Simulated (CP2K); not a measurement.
# SiF (Pm-3m) in CP2K: further runs

The runs below take SiF through relaxation of cell and atoms, with PBE.

All numbers are computed with CP2K 2026.2; they aren't measurements. Logs are shortened: lines on timing, memory, paths and dates and some standing lists are left out, and cuts for length are marked.

### 1 The structure

Symmetry: Pm-3m, No. 221, cubic system. Conventional cell: a = 3.029 Å, b = 3.029 Å, c = 3.029 Å, α = 90.00°, β = 90.00°, γ = 90.00°. Si (site symmetry m-3m) is surrounded by 8 F at 2.62 Å. Around F (site symmetry m-3m) lie 8 Si at 2.62 Å.

The cell was built by a generator and needn't be a form met in nature.

### 2 Relaxation of cell and atoms, PBE

Contents of sif_vcrelax.inp:

```
&GLOBAL
  PROJECT sif_vcrelax
  RUN_TYPE CELL_OPT
  PRINT_LEVEL LOW
&END GLOBAL
&FORCE_EVAL
  METHOD QS
  STRESS_TENSOR ANALYTICAL
  &DFT
    BASIS_SET_FILE_NAME BASIS_MOLOPT_UZH
    POTENTIAL_FILE_NAME POTENTIAL_UZH
    &MGRID
      CUTOFF 750
      REL_CUTOFF 60
      NGRIDS 4
    &END MGRID
    &QS
      METHOD GPW
      EPS_DEFAULT 1.0E-9
      EXTRAPOLATION USE_PREV_P
    &END QS
    &KPOINTS
      SCHEME MONKHORST-PACK 7 7 7
      GAMMA_CENTERED T
    &END KPOINTS
    &SCF
      SCF_GUESS ATOMIC
      EPS_SCF 1.0E-6
      MAX_SCF 100
      ADDED_MOS 10
      CHOLESKY OFF
      EPS_EIGVAL 1.0E-7
      &DIAGONALIZATION ON
        ALGORITHM STANDARD
      &END DIAGONALIZATION
      &MIXING ON
        METHOD BROYDEN_MIXING
        ALPHA 0.4
        BETA 1.5
        NBUFFER 8
      &END MIXING
      &SMEAR ON
        METHOD FERMI_DIRAC
        ELECTRONIC_TEMPERATURE 580.23
      &END SMEAR
    &END SCF
    &XC
      &XC_FUNCTIONAL
        &GGA_X_PBE
        &END GGA_X_PBE
        &GGA_C_PBE
        &END GGA_C_PBE
      &END XC_FUNCTIONAL
    &END XC
    &PRINT
      &KPOINTS ON
      &END KPOINTS
      &MULLIKEN ON
        &EACH
          CELL_OPT 0
        &END EACH
        ADD_LAST NUMERIC
      &END MULLIKEN
      &MO ON
        ENERGIES T
        OCCUPATION_NUMBERS T
        &EACH
          QS_SCF 0
          CELL_OPT 0
        &END EACH
        ADD_LAST NUMERIC
      &END MO
    &END PRINT
  &END DFT
  &SUBSYS
    &CELL
      A 3.0286000000 0.0000000000 0.0000000000
      B 0.0000000000 3.0286000000 0.0000000000
      C 0.0000000000 0.0000000000 3.0286000000
      PERIODIC XYZ
    &END CELL
    &COORD
      Si  1.5143000000 1.5143000000 1.5143000000
      F   0.0000000000 0.0000000000 0.0000000000
    &END COORD
    &KIND Si
      BASIS_SET DZVP-MOLOPT-PBE-GTH-q4
      POTENTIAL GTH-PBE-q4
    &END KIND
    &KIND F
      BASIS_SET DZVP-MOLOPT-PBE-GTH-q7
      POTENTIAL GTH-PBE-q7
    &END KIND
    &PRINT
      &ATOMIC_COORDINATES ON
      &END ATOMIC_COORDINATES
      &CELL ON
      &END CELL
    &END PRINT
  &END SUBSYS
  &PRINT
    &FORCES ON
    &END FORCES
    &STRESS_TENSOR ON
    &END STRESS_TENSOR
  &END PRINT
&END FORCE_EVAL
&MOTION
  &CELL_OPT
    OPTIMIZER BFGS
    MAX_ITER 40
    MAX_FORCE [eV*angstrom^-1] 0.02
    RMS_FORCE [eV*angstrom^-1] 0.02
    MAX_DR 1.0E-2
    RMS_DR 1.0E-2
    EXTERNAL_PRESSURE [bar] 0.0
    PRESSURE_TOLERANCE [bar] 500
    KEEP_SPACE_GROUP T
  &END CELL_OPT
  &PRINT
    &TRAJECTORY ON
    &END TRAJECTORY
    &CELL ON
    &END CELL
    &FORCES ON
    &END FORCES
    &STRESS ON
    &END STRESS
    &RESTART OFF
    &END RESTART
    &RESTART_HISTORY OFF
    &END RESTART_HISTORY
  &END PRINT
&END MOTION
```

Potentials or basis: POTENTIAL_UZH Si GTH-PBE-q4, F GTH-PBE-q7; DZVP-MOLOPT-PBE-GTH basis.

On the command line:

```bash
$ OMP_NUM_THREADS=1 cp2k.psmp -i sif_vcrelax.inp -o sif_vcrelax.out
```

sif_vcrelax.out:

```text

 CP2K| version string:                                       CP2K version 2026.2
 CP2K| Input file name                                           sif_vcrelax.inp

 GLOBAL| Force Environment number                                              1
 GLOBAL| Basis set file name                                    BASIS_MOLOPT_UZH
 GLOBAL| Potential file name                                       POTENTIAL_UZH
 GLOBAL| MM Potential file name                                     MM_POTENTIAL
 GLOBAL| Coordinate file name                                      __STD_INPUT__
 GLOBAL| Method name                                                        CP2K
 GLOBAL| Project name                                                sif_vcrelax
 GLOBAL| Run type                                                       CELL_OPT
 GLOBAL| FFT library                                                       FFTW3
 GLOBAL| Diagonalization library                                       ScaLAPACK
[... 5 lines left out ...]
 GLOBAL| Total number of message passing processes                             1
 GLOBAL| Number of threads for this process                                    1
 GLOBAL| CPU model name                                                  UNKNOWN

 CELL| Volume [angstrom^3]:                                            27.779585
 CELL| Vector a [angstrom]:       3.029     0.000     0.000   |a| =     3.028600
 CELL| Vector b [angstrom]:       0.000     3.029     0.000   |b| =     3.028600
 CELL| Vector c [angstrom]:       0.000     0.000     3.029   |c| =     3.028600
 CELL| Angle (b,c), alpha [degree]:                                    90.000000
 CELL| Angle (a,c), beta  [degree]:                                    90.000000
 CELL| Angle (a,b), gamma [degree]:                                    90.000000
 CELL| Numerically orthorhombic:                                             YES
 CELL| Periodicity                                                           XYZ

 CELL_REF| Volume [angstrom^3]:                                        27.779585
 CELL_REF| Vector a [angstrom     3.029     0.000     0.000   |a| =     3.028600
 CELL_REF| Vector b [angstrom     0.000     3.029     0.000   |b| =     3.028600
 CELL_REF| Vector c [angstrom     0.000     0.000     3.029   |c| =     3.028600
 CELL_REF| Angle (b,c), alpha [degree]:                                90.000000
 CELL_REF| Angle (a,c), beta  [degree]:                                90.000000
 CELL_REF| Angle (a,b), gamma [degree]:                                90.000000
 CELL_REF| Numerically orthorhombic:                                         YES
 CELL_REF| Periodicity                                                       XYZ

[... 9 lines left out ...]

  Total number of            - Atomic kinds:                                   2
                             - Atoms:                                          2
                             - Shell sets:                                     2
                             - Shells:                                        10
[... 371 lines left out ...]
 CELL| Angle (a,c), beta  [degree]:                                    90.000000
 CELL| Angle (a,b), gamma [degree]:                                    90.000000
 CELL| Numerically orthorhombic:                                             YES
 CELL| Periodicity                                                           XYZ
[... 90 lines left out ...]
 OPT| **************************************************************************
 OPT| Step number                                                              2
 OPT| Optimization method                                                   BFGS
 OPT| Total energy [hartree]                                      -28.1155965104
 OPT| Internal pressure [bar]                                      23.2730895844
 OPT| Effective energy change [hartree]                            -0.0000042990
 OPT| Predicted energy change [hartree]                            -0.0000042777
 OPT| Scaling factor                                                0.0000000000
 OPT| Step size                                                     0.0080429851
 OPT| Trust radius                                                  0.4724315332
 OPT| Decrease in energy                                                     YES
 OPT|
 OPT| Maximum step size                                             0.0080429851
 OPT| Convergence limit for maximum step size                       0.0100000000
 OPT| Maximum step size is converged                                         YES
 OPT|
 OPT| RMS step size                                                 0.0040214925
 OPT| Convergence limit for RMS step size                           0.0100000000
 OPT| RMS step size is converged                                             YES
 OPT|
 OPT| Maximum gradient                                              0.0000025987
 OPT| Convergence limit for maximum gradient                        0.0003889381
 OPT| Maximum gradient is converged                                          YES
 OPT|
 OPT| RMS gradient                                                  0.0000012993
 OPT| Convergence limit for RMS gradient                            0.0003889381
 OPT| RMS gradient is converged                                              YES
 OPT|
 OPT| Pressure deviation [bar]                                     23.2730895844
 OPT| Pressure tolerance [bar]                                    500.0000000000
 OPT| Pressure is converged                                                  YES
 OPT| **************************************************************************

 *******************************************************************************
 ***                    GEOMETRY OPTIMIZATION COMPLETED                      ***
 *******************************************************************************

 write_final_structure: Optimization converged, writing XYZ file gladly:
  sif_vcrelax-FINAL-1_2.xyz

 write_final_structure: Optimization converged, writing CIF file gladly:
  sif_vcrelax-FINAL-1_2.cif

 write_final_structure: Done!

                    Reevaluating energy at the minimum

 CELL| Volume [angstrom^3]:                                            27.902284
 CELL| Vector a [angstrom]:       3.033     0.000     0.000   |a| =     3.033052
 CELL| Vector b [angstrom]:       0.000     3.033     0.000   |b| =     3.033052
 CELL| Vector c [angstrom]:       0.000     0.000     3.033   |c| =     3.033052
 CELL| Angle (b,c), alpha [degree]:                                    90.000000
 CELL| Angle (a,c), beta  [degree]:                                    90.000000
 CELL| Angle (a,b), gamma [degree]:                                    90.000000
 CELL| Numerically orthorhombic:                                             YES
 CELL| Periodicity                                                           XYZ
[... 327 lines left out ...]
 MO|      5               0.064233               1.747865               2.000000
 MO|      6               0.216508               5.891488               1.681542
[... 8 lines left out ...]
 MO|     15               1.251378              34.051734               0.000000
 MO|     16               1.308427              35.604121               0.000000
 MO| Sum:                                                              12.427516
 MO| E(Fermi):            0.219566 a.u.          5.974687 eV

 [... the levels of further k-points ...]

 !-----------------------------------------------------------------------------!
                     Mulliken Population Analysis

 #  Atom  Element  Kind  Atomic population                           Net charge
       1     Si       1          3.520564                              0.479436
       2     F        2          7.479436                             -0.479436
 # Total charge                             11.000000                 -0.000000

 !-----------------------------------------------------------------------------!

 ENERGY| Total FORCE_EVAL ( QS ) energy [hartree]            -28.115596510429771
```

Wall time 50 s (1 thread of Arm Neoverse V2, shared host); peak memory 0.28 GiB.

What came out:

```yaml
Free_energy: -765.0643 eV
Relaxed_volume: 13.95 Å³/atom
Relaxed_cell: a = 3.033 Å, b = 3.033 Å, c = 3.033 Å, α = 90.00°, β = 90.00°, γ = 90.00°
Space_group_after_relaxing_to_0.05_Å: Pm-3m (No. 221)
Energy_gained_by_relaxing: 0.1 meV/atom
Ionic_steps: 4
Pressure_after_relaxing: 0.0 GPa
Band_gap_on_the_k_mesh: none (metal or under the smearing width)
Mulliken_charges: Si +0.48; F -0.48 e
```

The path:
| step | energy change (eV) | largest force (eV/Å) | volume (Å³) |
| --- | --- | --- | --- |
| 1 | 0.0000 | 0.0000 | 27.78 |
| 2 | 0.0000 | 0.0775 | 27.78 |
| 3 | -0.0001 | 0.0778 | 27.90 |
| 4 | -0.0001 | 0.0778 | 27.90 |

Final structure:
```
CELL_PARAMETERS angstrom
3.03305 0.00000 0.00000
0.00000 3.03305 0.00000
0.00000 0.00000 3.03305
ATOMIC_POSITIONS crystal
Si 0.50000 0.50000 0.50000
F 0.00000 0.00000 0.00000
```

Caveat: Mulliken charges move with the basis; the basis of atomic orbitals isn't converged, which shifts pressures, moduli and gaps; an odd number of electrons without spin polarisation forces a metal; a magnetic or distorted state may lie lower.

### 3 Relaxation of cell and atoms, PBE, target pressure 10 GPa, at which the enthalpy is minimised

Edit sif_vcrelax.inp of step 2 so:

```diff
@@ -115,3 +115,3 @@
     RMS_DR 1.0E-2
-    EXTERNAL_PRESSURE [bar] 0.0
+    EXTERNAL_PRESSURE [bar] 100000.0
     PRESSURE_TOLERANCE [bar] 500
```

Potentials or basis: POTENTIAL_UZH Si GTH-PBE-q4, F GTH-PBE-q7; DZVP-MOLOPT-PBE-GTH basis.

On the command line:

```bash
$ OMP_NUM_THREADS=1 cp2k.psmp -i sif_vcrelax.inp -o sif_vcrelax.out
```

sif_vcrelax.out:

```text

 CP2K| version string:                                       CP2K version 2026.2
 CP2K| Input file name                                           sif_vcrelax.inp

 GLOBAL| Force Environment number                                              1
 GLOBAL| Basis set file name                                    BASIS_MOLOPT_UZH
 GLOBAL| Potential file name                                       POTENTIAL_UZH
 GLOBAL| MM Potential file name                                     MM_POTENTIAL
 GLOBAL| Coordinate file name                                      __STD_INPUT__
 GLOBAL| Method name                                                        CP2K
 GLOBAL| Project name                                                sif_vcrelax
 GLOBAL| Run type                                                       CELL_OPT
 GLOBAL| FFT library                                                       FFTW3
 GLOBAL| Diagonalization library                                       ScaLAPACK
[... 5 lines left out ...]
 GLOBAL| Total number of message passing processes                             1
 GLOBAL| Number of threads for this process                                    1
 GLOBAL| CPU model name                                                  UNKNOWN

 CELL| Volume [angstrom^3]:                                            27.779585
 CELL| Vector a [angstrom]:       3.029     0.000     0.000   |a| =     3.028600
 CELL| Vector b [angstrom]:       0.000     3.029     0.000   |b| =     3.028600
 CELL| Vector c [angstrom]:       0.000     0.000     3.029   |c| =     3.028600
 CELL| Angle (b,c), alpha [degree]:                                    90.000000
 CELL| Angle (a,c), beta  [degree]:                                    90.000000
[... 766 lines left out ...]

 *******************************************************************************
 ***                    GEOMETRY OPTIMIZATION COMPLETED                      ***
 *******************************************************************************

 write_final_structure: Optimization converged, writing XYZ file gladly:
  sif_vcrelax-FINAL-1_4.xyz

 write_final_structure: Optimization converged, writing CIF file gladly:
  sif_vcrelax-FINAL-1_4.cif

 write_final_structure: Done!

                    Reevaluating energy at the minimum

 CELL| Volume [angstrom^3]:                                            25.076939
 CELL| Vector a [angstrom]:       2.927     0.000     0.000   |a| =     2.927014
 CELL| Vector b [angstrom]:       0.000     2.927     0.000   |b| =     2.927014
 CELL| Vector c [angstrom]:       0.000     0.000     2.927   |c| =     2.927014
 CELL| Angle (b,c), alpha [degree]:                                    90.000000
 CELL| Angle (a,c), beta  [degree]:                                    90.000000
 CELL| Angle (a,b), gamma [degree]:                                    90.000000
 CELL| Numerically orthorhombic:                                             YES
 CELL| Periodicity                                                           XYZ
[... 327 lines left out ...]
 MO|      5               0.116086               3.158872               2.000000
 MO|      6               0.261404               7.113164               1.882060
[... 8 lines left out ...]
 MO|     15               1.369986              37.279223               0.000000
 MO|     16               1.420293              38.648141               0.000000
 MO| Sum:                                                              12.889027
 MO| E(Fermi):            0.266494 a.u.          7.251662 eV

 [... the levels of further k-points ...]

 !-----------------------------------------------------------------------------!
                     Mulliken Population Analysis

 #  Atom  Element  Kind  Atomic population                           Net charge
       1     Si       1          3.569394                              0.430606
       2     F        2          7.430606                             -0.430606
 # Total charge                             11.000000                 -0.000000

 !-----------------------------------------------------------------------------!

 ENERGY| Total FORCE_EVAL ( QS ) energy [hartree]            -28.112653440290536
```

Run time: 53 s. Hardware: 1 thread of Arm Neoverse V2, shared host; peak memory 0.28 GiB.

Results:

```
Free energy                                            : -764.9842 eV
Relaxed volume                                         : 12.54 Å³/atom
Relaxed cell                                           : a = 2.927 Å, b = 2.927 Å, c = 2.927 Å, α = 90.00°, β = 90.00°, γ = 90.00°
Space group after relaxing (to 0.05 Å)                 : Pm-3m (No. 221)
Energy change on relaxing (the enthalpy is what falls) : +40.0 meV/atom
Ionic steps                                            : 6
Pressure after relaxing                                : 10.0 GPa
Band gap on the k mesh                                 : none (metal or under the smearing width)
Mulliken charges                                       : Si +0.43; F -0.43 e
```

The path:
```tsv
step	energy change (eV)	largest force (eV/Å)	volume (Å³)
1	0.0000	0.0000	27.78
2	0.0005	0.0000	27.62
3	0.1060	0.0000	24.66
4	0.0761	0.0000	25.14
5	0.0800	0.0000	25.08
6	0.0800	0.0000	25.08
```

Final structure:
```cif
data_structure
_symmetry_space_group_name_H-M 'P 1'
_symmetry_Int_Tables_number 1
_cell_length_a 2.9270
_cell_length_b 2.9270
_cell_length_c 2.9270
_cell_angle_alpha 90.000
_cell_angle_beta 90.000
_cell_angle_gamma 90.000
_cell_volume 25.08
loop_
_atom_site_label
_atom_site_type_symbol
_atom_site_fract_x
_atom_site_fract_y
_atom_site_fract_z
_atom_site_occupancy
Si1 Si 0.50000 0.50000 0.50000 1
F1 F 0.00000 0.00000 0.00000 1
```

Caveat: Mulliken charges move with the basis; the basis of atomic orbitals isn't converged, which shifts pressures, moduli and gaps; an odd number of electrons without spin polarisation forces a metal; a magnetic or distorted state may lie lower.

[end of part 1 of 2]
